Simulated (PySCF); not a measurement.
# Zr(NEt2)Cl3: geometry, NMR shifts and electronic excitations

Wanted: the NMR shifts and electronic excitations of Zr(NEt2)Cl3 (`CC[N](CC)[Zr]([Cl])([Cl])[Cl]`), by calculation.

Programs: PySCF 2.14.0, with density-fitted response routines of our own. Each step states its level of theory. These are calculated values for one molecule in the gas phase, unless marked as measured. Atoms are numbered from 0 throughout.

## Step 1: The starting structure

19 atoms, charge 0, multiplicity 1; geometry from: GFN2-xTB. The atoms were then displaced at random by about 0.03 Å, so the start is not that level's minimum.

Bonds of the start (Å): Zr0–N1 1.96, Zr0–Cl16 2.34, Zr0–Cl17 2.40, Zr0–Cl18 2.24, N1–C2 1.42, N1–C4 1.44, C2–C3 1.70, C2–H6 1.08, C2–H7 1.11, C3–H8 1.03, C3–H9 1.08, C3–H10 1.04, C4–C5 1.55, C4–H11 1.13, C4–H12 1.06, C5–H13 1.06, C5–H14 1.11, C5–H15 1.13.

## Step 2: Optimising the geometry at PBE0-D3(BJ)/def2-SVP

The job: settings as JSON, then the geometry in Å.

```
{"job": {"xc": "PBE0", "basis": "def2-SVP", "d3": "d3bj", "grid": 1, "maxiter": 40, "shake": 0.03, "kind": "geom"}, "charge": 0, "multiplicity": 1}
Zr    -0.153890    -0.109830    -1.634120
N     -0.584150    -0.564980     0.222610
C      0.387920    -1.477820     0.707390
C      1.970340    -1.054810     0.269840
C     -0.797100     0.576860     1.074070
C     -1.543670     1.717020     0.336270
H      0.255400    -2.486970     0.355660
H      0.458000    -1.486390     1.817350
H      1.977230    -1.185790    -0.747860
H      2.054240    -0.020290     0.561350
H      2.587810    -1.686740     0.810150
H     -1.376100     0.288260     1.994600
H      0.083680     1.032590     1.457730
H     -0.943340     2.132120    -0.431650
H     -2.464260     1.261680    -0.094880
H     -1.804530     2.549350     1.048300
Cl     1.392630     1.622920    -1.886150
Cl    -2.032960     0.731720    -2.870340
Cl     0.470000    -1.845470    -2.905720
```

Command:

```
> OMP_NUM_THREADS=1 python probes_run.py task.json out
```

The driver reads the jobs from task.json and runs them one after another.

The log of the run:

```text
step   0  E = -1639.79660842  max force = 0.096236
step   1  E = -1639.83012656  max force = 0.038247
step   2  E = -1639.83649590  max force = 0.012561
step   3  E = -1639.84063799  max force = 0.019762
step   4  E = -1639.84349830  max force = 0.018283
step   5  E = -1639.84523401  max force = 0.011751
step   6  E = -1639.84622312  max force = 0.008519
step   7  E = -1639.84691110  max force = 0.004203
step   8  E = -1639.84732020  max force = 0.009602
step   9  E = -1639.84762604  max force = 0.009062
step  10  E = -1639.84824909  max force = 0.008268
step  11  E = -1639.84899974  max force = 0.007667
step  12  E = -1639.84938104  max force = 0.005999
step  13  E = -1639.84966214  max force = 0.003951
step  14  E = -1639.84982349  max force = 0.003649
step  15  E = -1639.85002649  max force = 0.004286
step  16  E = -1639.85018768  max force = 0.003436
step  17  E = -1639.85038416  max force = 0.002921
step  18  E = -1639.85064797  max force = 0.003412
step  19  E = -1639.85103263  max force = 0.006363
step  20  E = -1639.85134683  max force = 0.006641
step  21  E = -1639.85156696  max force = 0.003207
step  22  E = -1639.85154632  max force = 0.002951
step  23  E = -1639.85164803  max force = 0.001074
step  24  E = -1639.85162946  max force = 0.001540
step  25  E = -1639.85162865  max force = 0.000448
step  26  E = -1639.85162943  max force = 0.000245
step  27  E = -1639.85162745  max force = 0.000259
optimisation converged
```

It took 37 min on 1 thread of Intel Xeon at 2.50GHz, shared host; peak memory 1.1 GiB.

Step by step:

| step | energy from step 0 (eV) | largest force component (eV/Å) |
| --- | --- | --- |
| 0 | 0.0000 | 4.9487 |
| 1 | -0.9121 | 1.9667 |
| 2 | -1.0854 | 0.6459 |
| 3 | -1.1981 | 1.0162 |
| 4 | -1.2759 | 0.9402 |
| 5 | -1.3232 | 0.6043 |
| 6 | -1.3501 | 0.4381 |
| 7 | -1.3688 | 0.2161 |
| 8 | -1.3799 | 0.4938 |
| 9 | -1.3883 | 0.4660 |
| 10 | -1.4052 | 0.4252 |
| 11 | -1.4256 | 0.3943 |
| 12 | -1.4360 | 0.3085 |
| 13 | -1.4437 | 0.2032 |
| 14 | -1.4481 | 0.1876 |
| 15 | -1.4536 | 0.2204 |
| 16 | -1.4580 | 0.1767 |
| 17 | -1.4633 | 0.1502 |
| 18 | -1.4705 | 0.1755 |
| 19 | -1.4810 | 0.3272 |
| 20 | -1.4895 | 0.3415 |
| 21 | -1.4955 | 0.1649 |
| 22 | -1.4949 | 0.1517 |
| 23 | -1.4977 | 0.0552 |
| 24 | -1.4972 | 0.0792 |
| 25 | -1.4972 | 0.0230 |
| 26 | -1.4972 | 0.0126 |
| 27 | -1.4971 | 0.0133 |

Close pairs (by a distance rule), those that changed most:

| bond | before (Å) | after (Å) | change (Å) |
| --- | --- | --- | --- |
| Zr0–H8 | 2.547 | 3.662 | +1.115 |
| Zr0–C3 | 3.005 | 3.890 | +0.885 |
| Zr0–C2 | 2.765 | 3.013 | +0.247 |
| Zr0–C4 | 2.867 | 3.069 | +0.202 |
| Zr0–C5 | 3.025 | 3.213 | +0.188 |
| C2–C3 | 1.695 | 1.522 | -0.173 |
| Zr0–Cl18 | 2.240 | 2.346 | +0.105 |
| C3–H8 | 1.026 | 1.101 | +0.075 |

The final coordinates are the input of the step that follows.

| at the end point | value |
| --- | --- |
| point group (found at 0.08 Å tolerance) | C1 |
| rotational constants (GHz, main isotopes) | 0.701, 0.613, 0.513 |
| dipole moment (D) | 4.05 |

## Step 3: Nuclear shieldings: PBE0/def2-TZVP+pcSseg-1

The job: settings as JSON, then the geometry in Å.

```
{"job": {"kind": "nmr", "xc": "PBE0", "basis": {"default": "pcSseg-1", "Zr": "def2-TZVP"}}, "charge": 0, "multiplicity": 1}
Zr    -0.228172     0.314867    -2.033137
N     -0.260318    -0.213760    -0.113727
C      0.100125    -1.570965     0.293109
C      1.533812    -1.704033     0.786942
C     -0.574586     0.672529     0.995402
C     -0.902700     2.088962     0.559029
H     -0.051883    -2.254471    -0.557700
H     -0.610252    -1.902964     1.073264
H      2.247168    -1.484951    -0.022689
H      1.747198    -1.018617     1.620544
H      1.724245    -2.728710     1.139993
H     -1.431669     0.249143     1.554102
H      0.275975     0.696950     1.701697
H     -0.054383     2.560973     0.037591
H     -1.784578     2.118010    -0.100825
H     -1.132079     2.713595     1.433863
Cl     1.442707     1.967692    -2.296999
Cl    -2.353619     1.092098    -2.689746
Cl     0.250258    -1.602921    -3.296114
```

Level: GIAO PBE0/pcSseg-1 Zr:def2-TZVP NMR shielding, scalar relativity only through core potentials, gas phase.

The log of the run:

```text
coarse grid: 77720 points
cycle   1  E = -1639.2462526726  dE = -3.841e+00  |g| = 2.089e+00  |ddm| = 5.601e+00
cycle   2  E = -1638.7508936990  dE =  4.954e-01  |g| = 2.292e+00  |ddm| = 4.491e+00
cycle   3  E = -1640.3202012316  dE = -1.569e+00  |g| = 2.437e-01  |ddm| = 3.102e+00
cycle   4  E = -1640.3323710171  dE = -1.217e-02  |g| = 1.102e-01  |ddm| = 4.146e-01
cycle   5  E = -1640.3348863282  dE = -2.515e-03  |g| = 2.832e-02  |ddm| = 1.239e-01
cycle   6  E = -1640.3350470959  dE = -1.608e-04  |g| = 9.766e-03  |ddm| = 2.655e-02
cycle   7  E = -1640.3350630984  dE = -1.600e-05  |g| = 5.837e-03  |ddm| = 1.177e-02
cycle   8  E = -1640.3350704183  dE = -7.320e-06  |g| = 1.243e-03  |ddm| = 4.539e-03
final grid: 159192 points
cycle   9  E = -1640.3351064556  dE =  3.391e-07  |g| = 1.966e-03  |ddm| = 4.291e-03
cycle  10  E = -1640.3351037623  dE =  2.693e-06  |g| = 3.662e-03  |ddm| = 5.278e-03
cycle  11  E = -1640.3351074759  dE = -3.714e-06  |g| = 4.776e-04  |ddm| = 3.585e-03
cycle  12  E = -1640.3351075303  dE = -5.440e-08  |g| = 7.895e-05  |ddm| = 3.959e-04
cycle  13  E = -1640.3351075316  dE = -1.366e-09  |g| = 1.745e-05  |ddm| = 7.318e-05
cycle  14  E = -1640.3351075317  dE = -9.459e-11  |g| = 5.544e-06  |ddm| = 2.268e-05
converged SCF energy = -1640.3351075317

GIAO shielding tensors (ppm)
atom      isotropic    diamagn.    paramagn.     s11        s22        s33       span
  0 Zr         nan         nan         nan        nan        nan        nan        nan
  1 N      -22.637     329.247    -351.884   -342.975     95.567    179.496    522.471
  2 C      132.322     245.306    -112.983    111.097    124.850    161.020     49.923
  3 C      167.365     248.002     -80.636    145.941    172.526    183.628     37.687
  4 C      132.555     245.848    -113.293    108.967    126.828    161.870     52.904
  5 C      170.422     252.403     -81.981    161.222    165.570    184.474     23.253
  6 H       26.631      31.410      -4.779     23.203     25.062     31.629      8.426
  7 H       28.641      30.682      -2.041     24.456     28.339     33.128      8.672
  8 H       30.190      30.153       0.037     26.960     28.383     35.227      8.267
  9 H       29.757      30.469      -0.712     25.270     29.685     34.317      9.048
 10 H       30.245      27.697       2.548     26.289     27.209     37.238     10.950
 11 H       28.653      30.945      -2.291     24.662     27.899     33.399      8.737
 12 H       28.073      31.946      -3.872     23.147     29.309     31.764      8.617
 13 H       29.255      31.432      -2.177     25.258     26.767     35.741     10.483
 14 H       29.178      30.890      -1.713     25.342     26.482     35.708     10.366
 15 H       29.671      28.248       1.422     25.663     26.908     36.442     10.779
 16 Cl     488.548    1150.227    -661.679    113.923    385.533    966.189    852.266
 17 Cl     476.038    1150.040    -674.002    110.019    348.831    969.265    859.247
 18 Cl     407.079    1150.379    -743.300     99.698    127.097    994.443    894.746
```

It took 3.8 min on 1 thread of Intel Xeon at 2.50GHz, shared host; peak memory 1.4 GiB.

Shifts follow as δ = σ(reference) − σ, with reference shieldings (ppm) from runs at the same level and on the same kind of geometry: 1H TMS 31.27, 13C TMS 184.4, 15N NH3 265.7, 35Cl HCl 943. The references are single molecules in the gas phase, so shifts against H2O, NH3, PH3, H3PO4 or CFCl3 are not on the usual liquid scales and can be off by tens of ppm. Atoms listed in one row are averaged.

| atoms | environment | σ (ppm) | δ (ppm) |
| --- | --- | --- | --- |
| C2, C4 | carbon bonded to C, N, 2 H | 132.4 | 52.0 |
| C3, C5 | carbon bonded to C, 3 H | 168.9 | 15.5 |
| H6, H7, H11, H12 | hydrogen on a carbon bonded to C, N | 28.00 | 3.27 |
| H8, H9, H10, H13, H14, H15 | hydrogen on a carbon bonded to C | 29.72 | 1.55 |
| N1 | nitrogen bonded to 2 C, Zr | -22.6 | 288.3 |
| Cl16, Cl17, Cl18 | chlorine bonded to Zr | 457 | 486 |

Atoms past Kr carry core potentials, so their printed shieldings have no meaning and are left out of the table.

The run also stored atomic charges by several schemes (e):

| atoms | Mulliken | ESP fit |
| --- | --- | --- |
| Zr0 | 1.13 | 0.76 |
| N1 | -0.79 | -0.43 |
| C2, C4 | -0.04 | 0.14 |
| C3, C5 | -0.34 | -0.36 |
| Cl16, Cl17, Cl18 | -0.34 | -0.25 |

Mayer bond orders: Zr0–N1 1.12, Zr0–Cl16 1.06, Zr0–Cl17 1.06, Zr0–Cl18 1.10, N1–C2 0.92, N1–C4 0.93, C2–C3 1.05, C4–C5 1.08.

With diffuse functions Mulliken charges and Mayer bond orders lose their meaning; the other schemes are steadier.

Orbitals, density, ELF and potential are computed afterwards from the orbital file.

Frontier orbitals at PBE0/def2-TZVP+pcSseg-1, with the share of their density that lies nearest to each atom:

| orbital | energy (eV) | lies on |
| --- | --- | --- |
| HOMO | -7.36 | N1 53 %; Zr0 8 % |
| LUMO | -2.16 | Zr0 70 %; Cl16, Cl17, Cl18 about 6 % each |

ELF in a plane through or near 5 of the atoms.

Ten even steps from '0' (0.00) to '9' (1.00):
```
0000000000000000000000000000
0000000000011100000000000000
0000000013566530000000000000
0000000036888852000000000000
0000000158823850001221000000
0000000147888724302443100000
0000000001352271841343200000
0000000000000185850221000000
0000000000102433300000000000
0000476446536885002442000000
0004999926844674345774100000
0003999856400352876252000000
0000365247401998557998300000
0000000024103997118999600000
0000000000000341004997000000
0000000000000000000000000000
0000000000000000000000000000
0000000000000000000000000000
0000000000000000000000000000
0000000000000000000000000000
```
The map spans 11.9 Å across and 12.3 Å up, centred on the molecule. Atoms in the plane (x, y in Å): Zr0 (0.7, 1.9), C5 (2.1, -0.9), H10 (-3.4, -0.6), H12 (0.2, -1.8), H15 (2.6, -1.9).

On the surface of density 0.002 e/bohr³ the electrostatic potential runs, from the 1st to the 99th percentile, from -0.58 V near Cl17 to 1.58 V near Zr0.

## Step 4: TDDFT and polarisability: CAM-B3LYP/def2-SVPD

The job, as its differences from that of step 3:

```diff
@@ -1,2 +1,2 @@
-{"job": {"kind": "nmr", "xc": "PBE0", "basis": {"default": "pcSseg-1", "Zr": "def2-TZVP"}}, "charge": 0, "multiplicity": 1}
+{"job": {"kind": "uv", "xc": "CAM-B3LYP", "basis": "def2-SVPD", "ip": false, "nstates": 10}, "charge": 0, "multiplicity": 1}
 Zr    -0.228172     0.314867    -2.033137
```

With the program's defaults for keys left out, this is: TDDFT CAM-B3LYP/def2-SVPD, vertical, gas phase, core orbitals frozen in the response.

The log of the run:

```text
coarse grid: 77720 points
cycle   1  E = -1639.9361231357  dE = -5.145e+00  |g| = 1.334e+00  |ddm| = 9.341e+00
cycle   2  E = -1639.8603781606  dE =  7.574e-02  |g| = 1.381e+00  |ddm| = 5.604e+00
cycle   3  E = -1640.4431611133  dE = -5.828e-01  |g| = 1.540e-01  |ddm| = 2.754e+00
cycle   4  E = -1640.4476633641  dE = -4.502e-03  |g| = 1.002e-01  |ddm| = 4.751e-01
cycle   5  E = -1640.4494992089  dE = -1.836e-03  |g| = 4.068e-02  |ddm| = 1.609e-01
cycle   6  E = -1640.4499108028  dE = -4.116e-04  |g| = 8.970e-03  |ddm| = 6.878e-02
cycle   7  E = -1640.4499397158  dE = -2.891e-05  |g| = 3.078e-03  |ddm| = 1.715e-02
cycle   8  E = -1640.4499458616  dE = -6.146e-06  |g| = 8.541e-04  |ddm| = 1.195e-02
final grid: 159192 points
cycle   9  E = -1640.4499037602  dE = -4.530e-07  |g| = 8.613e-04  |ddm| = 9.600e-03
cycle  10  E = -1640.4499036815  dE =  7.869e-08  |g| = 1.181e-03  |ddm| = 3.072e-03
cycle  11  E = -1640.4499040089  dE = -3.274e-07  |g| = 1.650e-04  |ddm| = 1.554e-03
cycle  12  E = -1640.4499040189  dE = -9.977e-09  |g| = 7.718e-05  |ddm| = 3.226e-04
cycle  13  E = -1640.4499040232  dE = -4.303e-09  |g| = 3.278e-05  |ddm| = 3.566e-04
cycle  14  E = -1640.4499040236  dE = -3.924e-10  |g| = 6.218e-06  |ddm| = 7.147e-05
converged SCF energy = -1640.4499040236

Static polarisability (au): isotropic 139.265, principal 127.103 140.839 149.852

Singlet excitations
state   eV       nm        f      main configurations
  1   3.9177    316.5   0.00219   H->L 0.96
  2   4.5623    271.8   0.01953   H->L+1 0.96
  3   4.8818    254.0   0.00034   H->L+2 0.95
  4   5.6267    220.3   0.00675   H->L+4 0.79, H->L+3 0.12
  5   5.8022    213.7   0.17881   H->L+3 0.79, H->L+4 0.10
  6   5.9840    207.2   0.01278   H-1->L 0.81, H-4->L 0.09
  7   6.0793    203.9   0.00638   H-2->L 0.70, H-3->L 0.10, H-1->L+1 0.08
  8   6.1510    201.6   0.00275   H-3->L 0.67, H-4->L 0.13, H-2->L 0.11
  9   6.2320    198.9   0.00919   H-4->L 0.61, H-3->L 0.10, H-3->L+1 0.09
 10   6.3222    196.1   0.00466   H-2->L+1 0.80

Triplet excitations (Tamm-Dancoff, eV): 3.7883 4.0716 4.7398 4.7877
```

It took 5.8 min on 1 thread of Intel Xeon at 2.50GHz, shared host; peak memory 1.8 GiB.

The orbitals next to the gap, with their largest atomic shares:

| orbital | eV | atoms |
| --- | --- | --- |
| HOMO−3 | -10.73 | Cl17 52 %, Cl16 23 %, Zr0 6 % |
| HOMO−2 | -10.58 | Cl18 40 %, N1 10 %, C2 9 % |
| HOMO−1 | -10.44 | Cl17 39 %, Cl16 35 %, Cl18 22 % |
| HOMO | -8.66 | N1 48 %, C4 9 %, Zr0 9 % |
| LUMO | -1.02 | Zr0 70 %, Cl18 8 %, Cl17 6 % |
| LUMO+1 | -0.70 | Zr0 68 %, Cl18 13 %, Cl17 8 % |
| LUMO+2 | -0.26 | Zr0 60 %, Cl18 9 %, Cl16 9 % |

With each of the 10 states as a Gaussian band of 0.4 eV half-width at 1/e, the curve within the window shown has maxima at 272 nm (ε 810), 213 nm (ε 8,300) L/(mol cm). Beyond the last state computed it falls off for lack of states. The curve at chosen wavelengths:

nm, ε (L/mol/cm) and a bar:
```
      187        469 ##
      194       1805 #######
      202       5056 ###################
      209       7825 ##############################
      217       7656 #############################
      224       5021 ###################
      232       2130 ########
      239        829 ###
      247        411 ##
      254        483 ##
      261        663 ###
      269        796 ###
      276        781 ###
      284        644 ##
      291        487 ##
      299        329 #
      306        232 #
      313        169 #
      321        123 
      328         95 
      336         70 
      343         52 
      351         36 
      358         24 
      366         15 
      373         10
```

Leading natural transition orbitals of singlet state 5: the hole lies on N1 56 %; Zr0 8 %; the particle on Zr0 57 %; N1 14 %; Cl16, Cl17 about 7 % each.

Leading natural transition orbitals of singlet state 1: the hole lies on N1 61 %; Zr0 9 %; the particle on Zr0 70 %; Cl18 7 %; N1 6 %.

Further results of this job:

| property | computed |
| --- | --- |
| dipole moment (D) | 4.10 |
| polarisability (Å³) | 20.64 |
| HOMO–LUMO gap (eV) | 7.64 |
| −ε(HOMO) (eV) | 8.66 |

## Step 5: NMR shieldings: B3LYP/def2-TZVP+pcSseg-1

The job, as its differences from that of step 4:

```diff
@@ -1,2 +1,2 @@
-{"job": {"kind": "uv", "xc": "CAM-B3LYP", "basis": "def2-SVPD", "ip": false, "nstates": 10}, "charge": 0, "multiplicity": 1}
+{"job": {"kind": "nmr", "xc": "B3LYP", "basis": {"default": "pcSseg-1", "Zr": "def2-TZVP"}, "pop": false}, "charge": 0, "multiplicity": 1}
 Zr    -0.228172     0.314867    -2.033137
```

With the program's defaults for keys left out, this is: GIAO B3LYP/pcSseg-1 Zr:def2-TZVP NMR shielding, scalar relativity only through core potentials, gas phase.

The log of the run:

```text
coarse grid: 77720 points
cycle   1  E = -1639.8950479456  dE = -3.717e+00  |g| = 2.245e+00  |ddm| = 5.622e+00
cycle   2  E = -1639.2449865787  dE =  6.501e-01  |g| = 2.495e+00  |ddm| = 4.957e+00
cycle   3  E = -1641.1128427170  dE = -1.868e+00  |g| = 2.811e-01  |ddm| = 3.610e+00
cycle   4  E = -1641.1247183015  dE = -1.188e-02  |g| = 1.873e-01  |ddm| = 5.034e-01
cycle   5  E = -1641.1295609952  dE = -4.843e-03  |g| = 1.222e-01  |ddm| = 2.289e-01
cycle   6  E = -1641.1327462472  dE = -3.185e-03  |g| = 1.469e-02  |ddm| = 9.337e-02
cycle   7  E = -1641.1327929843  dE = -4.674e-05  |g| = 4.649e-03  |ddm| = 1.563e-02
cycle   8  E = -1641.1327977413  dE = -4.757e-06  |g| = 1.613e-03  |ddm| = 4.282e-03
final grid: 159192 points
cycle   9  E = -1641.1328385383  dE =  1.449e-06  |g| = 3.095e-03  |ddm| = 5.317e-03
cycle  10  E = -1641.1328283623  dE =  1.018e-05  |g| = 6.966e-03  |ddm| = 8.320e-03
cycle  11  E = -1641.1328409160  dE = -1.255e-05  |g| = 6.854e-04  |ddm| = 5.898e-03
cycle  12  E = -1641.1328410284  dE = -1.123e-07  |g| = 9.313e-05  |ddm| = 5.827e-04
cycle  13  E = -1641.1328410303  dE = -1.985e-09  |g| = 2.566e-05  |ddm| = 1.035e-04
cycle  14  E = -1641.1328410305  dE = -1.755e-10  |g| = 6.272e-06  |ddm| = 2.639e-05
converged SCF energy = -1641.1328410305

GIAO shielding tensors (ppm)
atom      isotropic    diamagn.    paramagn.     s11        s22        s33       span
  0 Zr         nan         nan         nan        nan        nan        nan        nan
  1 N      -32.261     329.532    -361.793   -354.643     86.136    171.723    526.367
  2 C      125.476     245.065    -119.589    104.328    117.223    154.877     50.548
  3 C      161.811     247.040     -85.229    139.966    166.866    178.602     38.636
  4 C      125.966     245.653    -119.687    101.961    120.590    155.346     53.385
  5 C      164.672     251.267     -86.595    155.242    159.790    178.984     23.742
  6 H       26.731      31.536      -4.805     23.482     25.141     31.571      8.089
  7 H       28.736      30.787      -2.051     24.734     28.561     32.913      8.179
  8 H       30.290      30.471      -0.182     27.275     28.544     35.050      7.774
  9 H       29.853      30.804      -0.951     25.549     29.858     34.152      8.603
 10 H       30.349      27.641       2.708     26.588     27.482     36.978     10.389
 11 H       28.737      31.072      -2.335     24.959     28.077     33.176      8.217
 12 H       28.150      32.270      -4.120     23.406     29.479     31.566      8.160
 13 H       29.347      31.758      -2.411     25.509     26.919     35.613     10.104
 14 H       29.273      31.099      -1.826     25.618     26.615     35.586      9.968
 15 H       29.813      28.247       1.566     26.024     27.232     36.183     10.159
 16 Cl     462.448    1150.780    -688.332     77.503    356.583    953.258    875.755
 17 Cl     450.055    1150.536    -700.481     74.660    318.705    956.799    882.139
 18 Cl     378.186    1150.853    -772.668     59.815     92.183    982.559    922.744
```

Run time: 2.7 min. Hardware: 1 thread of Intel Xeon at 2.50GHz, shared host; peak memory 1.4 GiB.

This run: δ C2 53.5, C3 16.0, N1 295.8, Cl16 500, H6 3.29, H8 1.56 ppm (means over like atoms).

## Step 6: Side by side: NMR shifts

Shifts (ppm), means over like atoms, with basis size and wall time:

| run | C2 | C3 | H6 | H8 | N1 | Cl16 | functions | time |
| --- | --- | --- | --- | --- | --- | --- | --- | --- |
| PBE0/def2-TZVP+pcSseg-1 | 52.0 | 15.5 | 3.27 | 1.55 | 288.3 | 486 | 247 | 3.8 min |
| B3LYP/def2-TZVP+pcSseg-1 | 53.5 | 16.0 | 3.29 | 1.56 | 295.8 | 500 | 247 | 2.7 min |

## Step 7: Outcome

| quantity | value |
| --- | --- |
| point group | C1 |
| rotational constants (main isotopes) | 0.70, 0.61, 0.51 GHz |
| 13C shifts against TMS (PBE0/def2-TZVP+pcSseg-1, means over atoms taken as alike) | 52.0, 15.5 ppm |
| 1H shifts against TMS (PBE0/def2-TZVP+pcSseg-1, means over atoms taken as alike) | 3.27, 1.55 ppm |
| 15N shifts against NH3 (PBE0/def2-TZVP+pcSseg-1) | 288.3 ppm |
| 35Cl shifts against HCl (PBE0/def2-TZVP+pcSseg-1, means over atoms taken as alike) | 486 ppm |
| surface potential, 1st and 99th percentile | -0.58 V and 1.58 V |
| lowest singlet (CAM-B3LYP/def2-SVPD) | 3.92 eV (316 nm), f = 0.002 |
| brightest single state of those computed | state 5, 5.80 eV, f = 0.179 |
| lowest triplet | 3.79 eV |
| range of the shift of Cl16 | 486 to 500 ppm |

In words: The start was shaken at random, so part of the energy gained undoes that. The optimisation took 27 steps and gained 1.497 eV; among the close pairs (by a distance rule), Zr0–H8 changed most, from 2.547 to 3.662 Å. At PBE0/def2-TZVP+pcSseg-1: The widest tensor belongs to Cl16, Cl17, Cl18: span 869 ppm, with a paramagnetic part of -693 ppm. At PBE0/def2-TZVP+pcSseg-1, counted by nearest atom on the grid, the HOMO lies on N1 53 %; Zr0 8 %, the LUMO on Zr0 70 %; Cl16, Cl17, Cl18 about 6 % each. The lowest singlet, at 3.92 eV, is HOMO→LUMO 0.96 and is weak; of the 10 states computed, the strongest absorption comes from state 5 at 5.80 eV. The lowest triplet lies 0.13 eV below the lowest singlet (triplets in Tamm-Dancoff, singlets in full TDDFT). In ppm, Cl16 (with its like atoms) moves most: its shift spreads over 14 ppm, from 486 (PBE0/def2-TZVP+pcSseg-1) to 500 (B3LYP/def2-TZVP+pcSseg-1). Spin-orbit coupling is left out, which matters for shieldings and couplings at and beside the heavy atoms.
